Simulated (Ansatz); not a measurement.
Working through the interaction energy of a dimer with the counterpoise correction of B2H2O, SMILES B1BO1

With Ansatz 0.2.0, Python API.

Typed at the interpreter:
```pycon
>>> import ansatz as az
>>> params = {
...     "basis_set": "cc-pVDZ",
...     "xc": "r2scan",
... }
>>> FIRST = [
...     ("B", (-0.7671, -0.3785, -0.0876)),
...     ("B", (0.6356, 0.3448, 0.4709)),
...     ("O", (0.2273, -1.0422, 0.5387)),
...     ("H", (-1.4582, -0.1303, -1.0218)),
...     ("H", (1.3624, 1.2062, 0.0998)),
... ]
>>> SECOND = [
...     ("B", (-1.5884, 3.4221, 0.6975)),
...     ("B", (-2.8748, 3.3505, 1.7665)),
...     ("O", (-2.6277, 4.283, 0.6875)),
...     ("H", (-0.9103, 2.566, 0.2291)),
...     ("H", (-3.5108, 2.4942, 2.2865)),
... ]
>>> def energy(atoms, ghosts=()):
...     molecule = az.Crystal.molecule()
...     for symbol, xyz in atoms:
...         molecule = molecule.atom(symbol, xyz)
...     calc = (
...         molecule.calculation()
...         .basis(gaussian=params["basis_set"])
...         .functional(params["xc"])
...     )
...     deck = calc.input()
...     if ghosts:
...         deck = deck.set(az.key.basis.gaussian.ghost_atoms, [{"symbol": s, "position_ang": list(xyz)} for s, xyz in ghosts])
...     return az.Session.from_dict(deck).plan().execute().report["free_energy_ev"]
...
>>> # ghost atoms carry the functions of the partner
>>> both = energy(FIRST + SECOND)
>>> alone = energy(FIRST) + energy(SECOND)
>>> ghosted = energy(FIRST, SECOND) + energy(SECOND, FIRST)
>>> print(f"dimer {both:.6f} eV")
dimer -6856.339723 eV
>>> print(f"interaction, uncorrected   {23.060548 * (both - alone):8.3f} kcal/mol")
interaction, uncorrected     -1.309 kcal/mol
>>> print(f"interaction, counterpoise  {23.060548 * (both - ghosted):8.3f} kcal/mol")
interaction, counterpoise    -0.613 kcal/mol
>>> print(f"basis-set superposition    {23.060548 * (alone - ghosted):8.3f} kcal/mol")
basis-set superposition       0.696 kcal/mol
```

Uncorrected it is -1.309 kcal/mol, with the counterpoise correction -0.613 kcal/mol; the difference, 0.70 kcal/mol, is the superposition error.

Reading the output:
- Total energies depend on the basis set; only differences at equal settings carry meaning.
- The dimer is a generated trial pose of unrelaxed monomers, not a minimum, so the figure is no binding energy, and the basis set is small.
- This level lacks the dispersion part of the attraction (electrostatics and induction are there), which can decide the sign where the interaction is weak.
- It ran for 13 s on 1 thread of Arm Neoverse V2, with other jobs on the host, peak memory 0.2 GiB.
